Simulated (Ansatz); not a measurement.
CH3NSi, SMILES N#C[SiH3], the interaction energy of a dimer with the counterpoise correction

Computed with Ansatz 0.2.0 through its Python package.

At the Python prompt:
```pycon
>>> import ansatz as az
>>> FIRST = [
...     ("N", (1.1562, -1.9773, 1.1091)),
...     ("C", (0.5805, -1.0317, 0.5865)),
...     ("Si", (-0.2928, 0.4296, -0.2486)),
...     ("H", (-1.3771, 0.01, -1.022)),
...     ("H", (0.6583, 1.1265, -1.19)),
...     ("H", (-0.725, 1.4431, 0.765)),
... ]
>>> SECOND = [
...     ("N", (-6.2756, 2.1245, 0.5718)),
...     ("C", (-5.3285, 1.6009, -0.0004)),
...     ("Si", (-3.8643, 0.8111, -0.9103)),
...     ("H", (-2.654, 1.4153, -0.5638)),
...     ("H", (-4.0234, 0.9978, -2.399)),
...     ("H", (-3.812, -0.6638, -0.6582)),
... ]
>>> def energy(atoms, ghosts=()):
...     molecule = az.Crystal.molecule()
...     for symbol, xyz in atoms:
...         molecule = molecule.atom(symbol, xyz)
...     calc = (
...         molecule.calculation()
...         .basis(gaussian="def2-SVP")
...         .functional("HF")
...     )
...     deck = calc.input()
...     if ghosts:
...         deck = deck.set(az.key.basis.gaussian.ghost_atoms, [{"symbol": s, "position_ang": list(xyz)} for s, xyz in ghosts])
...     return az.Session.from_dict(deck).plan().execute().report["free_energy_ev"]
...
>>> both = energy(FIRST + SECOND)
>>> alone = energy(FIRST) + energy(SECOND)
>>> ghosted = energy(FIRST, SECOND) + energy(SECOND, FIRST)
>>> print(f"dimer {both:.6f} eV")
dimer -20832.723166 eV
>>> print(f"interaction, uncorrected   {(both - alone):8.3f} eV")
interaction, uncorrected      0.441 eV
>>> print(f"interaction, counterpoise  {(both - ghosted):8.3f} eV")
interaction, counterpoise     0.455 eV
>>> print(f"basis-set superposition    {(alone - ghosted):8.3f} eV")
basis-set superposition       0.014 eV
```

Uncorrected it is 0.441 eV, with the counterpoise correction 0.455 eV; the difference, 0.014 eV, is the superposition error. In this basis both values are repulsive.

What to keep in mind:
- The settings weren't tested for convergence.
- The dimer is a generated trial pose of unrelaxed monomers, not a minimum, so the figure is no binding energy, and the basis set is small.
- Hartree-Fock leaves correlation out, so bond, atomisation and ionisation energies come out well too low.
- This level lacks the dispersion part of the attraction (electrostatics and induction are there), which can decide the sign where the interaction is weak.
- Hardware and time: 3.5 s on 1 thread of Arm Neoverse V2, with other jobs on the host, peak memory 0.29 GiB.
